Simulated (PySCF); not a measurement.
# A gas-phase reaction: FGeH5Si + Cl2 → ClFGeH4Si + ClH

Aim: the reaction energy of `[F][GeH2][SiH3]` + `ClCl` → `[F][GeH]([SiH3])[Cl]` + `Cl`.

Programs: PySCF 2.14.0. All values are calculated, for the isolated system unless a continuum is named. Atoms count from 0, parts from 1.

## Step 1: Starting point

Each species was relaxed by itself at PBE0-D3(BJ)/def2-SVPD.

## Step 2: Reaction energy: wB97M-D3(BJ)/def2-TZVPD

The job: settings as JSON, then the geometry in Å.

```
{"job": {"kind": "react", "xc": "wB97M-D3(BJ)", "basis": "def2-TZVPD"}, "charge": 0, "multiplicity": 1}
-1 FGeH5Si charge 0 multiplicity 1
F     -1.662520     1.600860    -0.015720
Ge    -1.181450    -0.102830     0.014850
Si     1.204200    -0.109300    -0.014610
H     -1.842890    -0.724940    -1.227990
H     -1.809220    -0.668910     1.301150
H      1.714340     0.636470     1.171550
H      1.676700    -1.525390     0.040710
H      1.687490     0.531360    -1.271400

-1 Cl2 charge 0 multiplicity 1
Cl     1.014500     0.006820     0.019130
Cl    -1.014570    -0.004650    -0.018030

+1 ClFGeH4Si charge 0 multiplicity 1
F      0.580390     1.052290     2.008790
Ge     0.871120    -0.072920     0.690410
Si    -0.866160     0.206280    -0.918080
Cl     0.662090    -2.045160     1.573020
H      2.354720     0.098610     0.334130
H     -0.652020    -0.806030    -1.990660
H     -2.160610    -0.018340    -0.219080
H     -0.788920     1.585650    -1.477990

+1 ClH charge 0 multiplicity 1
Cl     0.644510     0.003080     0.015760
H     -0.643300    -0.006370    -0.015220
```

Method: wB97M-D3(BJ)/def2-TZVPD reaction energy of separated species, gas phase.

On the command line:

```bash
OMP_NUM_THREADS=1 python cluster_run.py task.json out
```

One launch serves the whole session: the jobs run in the order shown.

Log:

```text
species 1 (FGeH5Si)
coarse grid: 31488 points
cycle   1  E = -2469.3970387135  dE = -7.820e-01  |g| = 8.418e-01  |ddm| = 2.086e+00
cycle   2  E = -2469.3573339044  dE =  3.970e-02  |g| = 1.081e+00  |ddm| = 9.548e-01
cycle   3  E = -2469.4936353609  dE = -1.363e-01  |g| = 7.673e-02  |ddm| = 4.817e-01
cycle   4  E = -2469.4943341235  dE = -6.988e-04  |g| = 3.445e-02  |ddm| = 6.063e-02
cycle   5  E = -2469.4945083627  dE = -1.742e-04  |g| = 5.134e-03  |ddm| = 2.501e-02
cycle   6  E = -2469.4945174383  dE = -9.076e-06  |g| = 1.118e-03  |ddm| = 8.403e-03
final grid: 63432 points
cycle   7  E = -2469.4944403189  dE = -6.620e-07  |g| = 7.933e-04  |ddm| = 2.377e-03
cycle   8  E = -2469.4944403815  dE = -6.255e-08  |g| = 7.915e-04  |ddm| = 9.675e-04
cycle   9  E = -2469.4944404589  dE = -7.740e-08  |g| = 1.190e-04  |ddm| = 3.704e-04
cycle  10  E = -2469.4944404651  dE = -6.171e-09  |g| = 4.339e-05  |ddm| = 1.373e-04
cycle  11  E = -2469.4944404665  dE = -1.404e-09  |g| = 1.227e-05  |ddm| = 1.069e-04
cycle  12  E = -2469.4944404665  dE = -2.183e-11  |g| = 3.117e-06  |ddm| = 1.057e-05
converged SCF energy = -2469.4944404665

species 2 (Cl2)
coarse grid: 12632 points
cycle   1  E = -920.4762353803  dE =  6.389e-02  |g| = 2.472e-01  |ddm| = 1.180e+00
cycle   2  E = -920.4854153363  dE = -9.180e-03  |g| = 1.551e-01  |ddm| = 2.411e-01
cycle   3  E = -920.4902179891  dE = -4.803e-03  |g| = 1.247e-02  |ddm| = 9.692e-02
cycle   4  E = -920.4902874061  dE = -6.942e-05  |g| = 2.486e-03  |ddm| = 1.204e-02
cycle   5  E = -920.4902917619  dE = -4.356e-06  |g| = 2.986e-04  |ddm| = 3.875e-03
final grid: 23496 points
cycle   6  E = -920.4902476311  dE = -4.803e-08  |g| = 9.236e-05  |ddm| = 4.944e-04
cycle   7  E = -920.4902476347  dE = -3.546e-09  |g| = 4.855e-05  |ddm| = 1.125e-04
cycle   8  E = -920.4902476353  dE = -6.416e-10  |g| = 1.450e-05  |ddm| = 4.238e-05
converged SCF energy = -920.4902476353

species 3 (ClFGeH4Si)
coarse grid: 35336 points
cycle   1  E = -2929.0873403301  dE = -5.964e-01  |g| = 9.019e-01  |ddm| = 2.132e+00
cycle   2  E = -2929.0540003641  dE =  3.334e-02  |g| = 1.146e+00  |ddm| = 1.081e+00
cycle   3  E = -2929.2122658528  dE = -1.583e-01  |g| = 8.688e-02  |ddm| = 5.385e-01
cycle   4  E = -2929.2135078749  dE = -1.242e-03  |g| = 4.035e-02  |ddm| = 7.853e-02
cycle   5  E = -2929.2137687929  dE = -2.609e-04  |g| = 7.059e-03  |ddm| = 2.852e-02
cycle   6  E = -2929.2137880338  dE = -1.924e-05  |g| = 2.607e-03  |ddm| = 1.182e-02
cycle   7  E = -2929.2137903187  dE = -2.285e-06  |g| = 6.674e-04  |ddm| = 3.770e-03
final grid: 69808 points
cycle   8  E = -2929.2137458282  dE = -4.222e-07  |g| = 5.424e-04  |ddm| = 3.134e-03
cycle   9  E = -2929.2137458557  dE = -2.749e-08  |g| = 5.983e-04  |ddm| = 7.405e-04
cycle  10  E = -2929.2137459064  dE = -5.067e-08  |g| = 7.326e-05  |ddm| = 2.789e-04
cycle  11  E = -2929.2137459100  dE = -3.669e-09  |g| = 3.665e-05  |ddm| = 1.418e-04
cycle  12  E = -2929.2137459108  dE = -7.585e-10  |g| = 5.075e-06  |ddm| = 7.495e-05
converged SCF energy = -2929.2137459108

species 4 (ClH)
coarse grid: 8792 points
cycle   1  E = -460.8503333419  dE = -8.165e-02  |g| = 2.169e-01  |ddm| = 7.239e-01
cycle   2  E = -460.8625128615  dE = -1.218e-02  |g| = 1.397e-01  |ddm| = 2.651e-01
cycle   3  E = -460.8670522719  dE = -4.539e-03  |g| = 1.358e-02  |ddm| = 9.818e-02
cycle   4  E = -460.8670933557  dE = -4.108e-05  |g| = 3.364e-03  |ddm| = 9.545e-03
cycle   5  E = -460.8670996043  dE = -6.249e-06  |g| = 8.516e-04  |ddm| = 3.915e-03
final grid: 17120 points
cycle   6  E = -460.8670681883  dE = -3.713e-07  |g| = 3.675e-04  |ddm| = 8.881e-04
cycle   7  E = -460.8670682345  dE = -4.625e-08  |g| = 1.617e-04  |ddm| = 3.980e-04
cycle   8  E = -460.8670682411  dE = -6.570e-09  |g| = 4.219e-05  |ddm| = 1.294e-04
cycle   9  E = -460.8670682424  dE = -1.311e-09  |g| = 3.958e-06  |ddm| = 6.529e-05
cycle  10  E = -460.8670682424  dE = -4.491e-12  |g| = 8.159e-07  |ddm| = 3.305e-06
converged SCF energy = -460.8670682424

Reaction energy = -60.730 kcal/mol
```

It took 59 s on 1 thread of Arm Neoverse N1, shared host; peak memory 0.77 GiB.

Species by species (with the dispersion term, which the log's SCF energies lack):

| ν | species | energy (Eh) | HOMO (eV) |
| --- | --- | --- | --- |
| -1 | [F][GeH2][SiH3] | -2469.50059 | -10.63 |
| -1 | ClCl | -920.49147 | -11.18 |
| +1 | [F][GeH]([SiH3])[Cl] | -2929.22122 | -10.70 |
| +1 | Cl | -460.86761 | -11.93 |

## Step 3: Energies of the species: PBE0-D3(BJ)/def2-TZVPD

Same as in step 2 but for these lines:

```diff
@@ -1,2 +1,2 @@
-{"job": {"kind": "react", "xc": "wB97M-D3(BJ)", "basis": "def2-TZVPD"}, "charge": 0, "multiplicity": 1}
+{"job": {"kind": "react", "xc": "PBE0", "basis": "def2-TZVPD", "disp": "d3bj"}, "charge": 0, "multiplicity": 1}
 -1 FGeH5Si charge 0 multiplicity 1
```

With the program's defaults for keys left out, this is: PBE0-D3(BJ)/def2-TZVPD reaction energy of separated species, gas phase.

Log:

```text
species 1 (FGeH5Si)
coarse grid: 31488 points
cycle   1  E = -2468.8504994932  dE = -7.064e-01  |g| = 8.748e-01  |ddm| = 2.061e+00
cycle   2  E = -2468.6311743733  dE =  2.193e-01  |g| = 1.508e+00  |ddm| = 1.176e+00
cycle   3  E = -2468.9367405913  dE = -3.056e-01  |g| = 1.980e-01  |ddm| = 7.771e-01
cycle   4  E = -2468.9414018085  dE = -4.661e-03  |g| = 3.349e-02  |ddm| = 1.170e-01
cycle   5  E = -2468.9415134456  dE = -1.116e-04  |g| = 4.857e-03  |ddm| = 1.864e-02
cycle   6  E = -2468.9415169187  dE = -3.473e-06  |g| = 9.303e-04  |ddm| = 4.022e-03
final grid: 63432 points
cycle   7  E = -2468.9415089348  dE =  1.963e-08  |g| = 1.308e-03  |ddm| = 2.479e-03
cycle   8  E = -2468.9415085614  dE =  3.734e-07  |g| = 2.079e-03  |ddm| = 1.807e-03
cycle   9  E = -2468.9415092004  dE = -6.390e-07  |g| = 1.782e-04  |ddm| = 1.012e-03
cycle  10  E = -2468.9415092055  dE = -5.125e-09  |g| = 3.244e-05  |ddm| = 1.415e-04
cycle  11  E = -2468.9415092056  dE = -8.231e-11  |g| = 2.248e-06  |ddm| = 2.000e-05
converged SCF energy = -2468.9415092056

species 2 (Cl2)
coarse grid: 3248 points
cycle   1  E = -920.0848724760  dE =  1.015e-01  |g| = 1.608e-01  |ddm| = 1.191e+00
cycle   2  E = -920.0872229567  dE = -2.350e-03  |g| = 8.738e-02  |ddm| = 1.235e-01
cycle   3  E = -920.0886056750  dE = -1.383e-03  |g| = 3.229e-02  |ddm| = 7.027e-02
cycle   4  E = -920.0888568036  dE = -2.511e-04  |g| = 5.428e-04  |ddm| = 2.039e-02
cycle   5  E = -920.0888569129  dE = -1.093e-07  |g| = 2.231e-04  |ddm| = 9.351e-04
final grid: 23496 points
cycle   6  E = -920.0901489787  dE = -8.698e-06  |g| = 2.711e-03  |ddm| = 7.438e-03
cycle   7  E = -920.0901494128  dE = -4.341e-07  |g| = 1.506e-03  |ddm| = 3.017e-03
cycle   8  E = -920.0901496529  dE = -2.401e-07  |g| = 1.114e-04  |ddm| = 1.209e-03
cycle   9  E = -920.0901496555  dE = -2.652e-09  |g| = 4.175e-05  |ddm| = 9.925e-05
cycle  10  E = -920.0901496559  dE = -3.987e-10  |g| = 3.003e-06  |ddm| = 2.415e-05
converged SCF energy = -920.0901496559

species 3 (ClFGeH4Si)
coarse grid: 35336 points
cycle   1  E = -2928.3484968006  dE = -5.344e-01  |g| = 9.263e-01  |ddm| = 2.123e+00
cycle   2  E = -2928.1098312438  dE =  2.387e-01  |g| = 1.585e+00  |ddm| = 1.325e+00
cycle   3  E = -2928.4560523976  dE = -3.462e-01  |g| = 2.017e-01  |ddm| = 8.581e-01
cycle   4  E = -2928.4613793539  dE = -5.327e-03  |g| = 4.557e-02  |ddm| = 1.283e-01
cycle   5  E = -2928.4616348903  dE = -2.555e-04  |g| = 9.256e-03  |ddm| = 2.680e-02
cycle   6  E = -2928.4616538940  dE = -1.900e-05  |g| = 3.037e-03  |ddm| = 9.109e-03
cycle   7  E = -2928.4616563617  dE = -2.468e-06  |g| = 2.847e-04  |ddm| = 2.483e-03
final grid: 69808 points
cycle   8  E = -2928.4617061380  dE = -1.970e-07  |g| = 2.696e-04  |ddm| = 2.423e-03
cycle   9  E = -2928.4617061351  dE =  2.961e-09  |g| = 2.778e-04  |ddm| = 4.686e-04
cycle  10  E = -2928.4617061511  dE = -1.603e-08  |g| = 4.041e-05  |ddm| = 2.399e-04
cycle  11  E = -2928.4617061514  dE = -2.892e-10  |g| = 1.343e-05  |ddm| = 2.866e-05
converged SCF energy = -2928.4617061514

species 4 (ClH)
coarse grid: 2248 points
cycle   1  E = -460.6537831100  dE = -4.644e-02  |g| = 1.882e-01  |ddm| = 7.411e-01
cycle   2  E = -460.6558518522  dE = -2.069e-03  |g| = 1.902e-01  |ddm| = 3.151e-01
cycle   3  E = -460.6653806854  dE = -9.529e-03  |g| = 1.506e-02  |ddm| = 1.513e-01
cycle   4  E = -460.6654027425  dE = -2.206e-05  |g| = 2.693e-03  |ddm| = 7.323e-03
cycle   5  E = -460.6654042903  dE = -1.548e-06  |g| = 1.111e-03  |ddm| = 2.553e-03
final grid: 17120 points
cycle   6  E = -460.6658903068  dE = -4.428e-06  |g| = 2.164e-03  |ddm| = 7.329e-03
cycle   7  E = -460.6658903361  dE = -2.930e-08  |g| = 1.795e-03  |ddm| = 2.512e-03
cycle   8  E = -460.6658909543  dE = -6.183e-07  |g| = 1.533e-04  |ddm| = 1.363e-03
cycle   9  E = -460.6658909612  dE = -6.894e-09  |g| = 2.144e-05  |ddm| = 1.086e-04
cycle  10  E = -460.6658909613  dE = -1.012e-10  |g| = 4.935e-06  |ddm| = 1.679e-05
converged SCF energy = -460.6658909613

Reaction energy = -60.790 kcal/mol
```

It took 32 s on 1 thread of Arm Neoverse N1, shared host; peak memory 0.71 GiB.

Reaction energy at this level: -60.79 kcal/mol.

## Step 4: Comparing the runs

Energies in kcal/mol, with wall time:

| run | reaction | time |
| --- | --- | --- |
| wB97M-D3(BJ)/def2-TZVPD | -60.73 | 59 s |
| PBE0-D3(BJ)/def2-TZVPD | -60.79 | 32 s |

## Step 5: Outcome

```
                                                quantity                      value
               reaction energy (wB97M-D3(BJ)/def2-TZVPD)            -60.73 kcal/mol
                     ΔH, ΔG at 298 K (xTB thermal terms)      -61.0, -60.7 kcal/mol
range of the reaction energy over the runs of this table  -60.79 to -60.73 kcal/mol
```

The reaction is exothermic by 61.0 kcal/mol in the gas phase; dispersion gives -0.41, and xTB itself gave -47.65 for the electronic energy (xTB energies and thermal terms come from the earlier relaxation of each species, not shown). No barrier was sought. xTB and this level differ widely in the electronic energy, so what comes from xTB (the thermal terms above all) is less safe here. The reaction energy runs from -60.79 (PBE0-D3(BJ)/def2-TZVPD) to -60.73 kcal/mol (wB97M-D3(BJ)/def2-TZVPD).
